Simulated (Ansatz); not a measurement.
# BGaH6Si: the cost of one run

All numbers below are computed with Ansatz 0.2.0 (RKS r2SCANh-D4/def2-SVP).

## 1. Starting point

Bond lengths: B1–Ga2 1.669 Å, Ga2–Si3 1.847 Å, B1–H4 1.174 Å, B1–H5 1.232 Å, Ga2–H6 1.018 Å, Si3–H7 1.512 Å, Si3–H8 1.425 Å, Si3–H9 1.529 Å. Angles: B1–Ga2–Si3 96.3°, B1–Ga2–H6 116.5°, Si3–Ga2–H6 139.2°, Ga2–B1–H4 120.0°, Ga2–B1–H5 106.7°, H4–B1–H5 116.8°, Ga2–Si3–H7 94.0°, Ga2–Si3–H8 149.0°, Ga2–Si3–H9 84.2°, H7–Si3–H8 108.5°, H7–Si3–H9 107.1°, H8–Si3–H9 108.1°.

Coordinates:

```xyz
9

B    -1.0578    0.3457   -0.9740
Ga    0.3965    0.7044   -0.2377
Si    0.4026   -0.7409    0.9115
H    -1.0732   -0.0737   -2.0701
H    -1.8193    1.2818   -0.7262
H     1.0553    1.2612   -0.7787
H     1.6586   -1.3407    0.3208
H    -0.3178   -1.7712    1.5832
H     0.8437    0.2872    1.9540
```

## 2. Relaxing end A

File input.yaml:

```yaml
crystal:
  periodic: [false, false, false]
  atoms:
    - { symbol: B, position_ang: [-1.0578, 0.3457, -0.974] }
    - { symbol: Ga, position_ang: [0.3965, 0.7044, -0.2377] }
    - { symbol: Si, position_ang: [0.4026, -0.7409, 0.9115] }
    - { symbol: H, position_ang: [-1.0732, -0.0737, -2.0701] }
    - { symbol: H, position_ang: [-1.8193, 1.2818, -0.7262] }
    - { symbol: H, position_ang: [1.0553, 1.2612, -0.7787] }
    - { symbol: H, position_ang: [1.6586, -1.3407, 0.3208] }
    - { symbol: H, position_ang: [-0.3178, -1.7712, 1.5832] }
    - { symbol: H, position_ang: [0.8437, 0.2872, 1.954] }
basis:
  gaussian: { orbitals: def2-SVP }
hamiltonian:
  xc: r2scanh
  dispersion: d4
relax:
  f_tol: 0.015
  max_steps: 40
```

Started as:

```bash
> ansatz run input.yaml --threads 2 --pin off --max-ram 3072MiB --backend cpu --events-out ev --progress --plain --runs-dir out
```

What time and memory should one allow on 2 threads of Arm Neoverse V2, shared host?

About 45 s, with a peak of 0.22 GiB.
